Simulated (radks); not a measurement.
# Ionisation of Ir⁺: one atom, several choices of relativity

One table from this session's results is given with a row withheld; the runs are named, their logs left out.

Program: radks (a radial shooting solver on a logarithmic mesh, Libxc functionals) version 1. Level of theory: Kohn-Sham, PBE, spin-unpolarised, spherical densities. These are calculated values, not measurements, unless marked.

**The atom as given**

| Quantity | Value |
| --- | --- |
| element | iridium (Z = 77) |
| charge | +1 |
| electrons | 76 |
| configuration | [Xe] 4f14 5d7 6s1 |
| ion | Ir²⁺, [Xe] 4f14 5d7 |
| choices | non-relativistic; scalar-relativistic; Dirac, 2j+1 shares; Dirac, low j first; scalar-relativistic, finite nucleus; Dirac, 2j+1 shares, finite nucleus; Dirac, c × 100; Dirac, c × 2; Dirac, c × 3 |

Set-up of the first run:

Settings of this run:

```text
Z 77
configuration [Xe] 4f14 5d7 6s1 6p0 7s0
relativity non-relativistic
functional pbe,pbe
spin unpolarised
nucleus point
```

Steps of the session up to this table: non-relativistic: Ir⁺.

One table of the session follows, with a row left open; its other results are not shown here.

It belongs to the step «non-relativistic: Ir⁺». From the orbitals of this run (lengths in bohr):

| level | <r> | outermost maximum (interpolated) | 90 % within | nodes |
| --- | --- | --- | --- | --- |
| 4p | 0.4696 | 0.435 | 0.680 | 2 |
| 4d | 0.4808 | 0.429 | 0.717 | 1 |
| 5s | 1.078 | 0.979 | 1.54 | 4 |
| 4f | 0.5213 | 0.389 | 0.841 | 0 |
| 5p | 1.179 | 1.04 | 1.71 | 3 |
| 5d | ? | ? | ? | ? |
| 6s | 3.017 | 2.59 | 4.42 | 5 |
| 6p | 3.789 | 3.19 | 5.62 | 4 |

**Question.** Estimate the row for 5d.

As computed: <r>: 1.630; outermost maximum (interpolated): 1.28; 90 % within: 2.53; nodes: 2. In the column «<r>» it lies between 5p (1.179) and 6s (3.017).

To keep in mind: Spin polarisation and multiplet splitting of open shells are left out at every level.
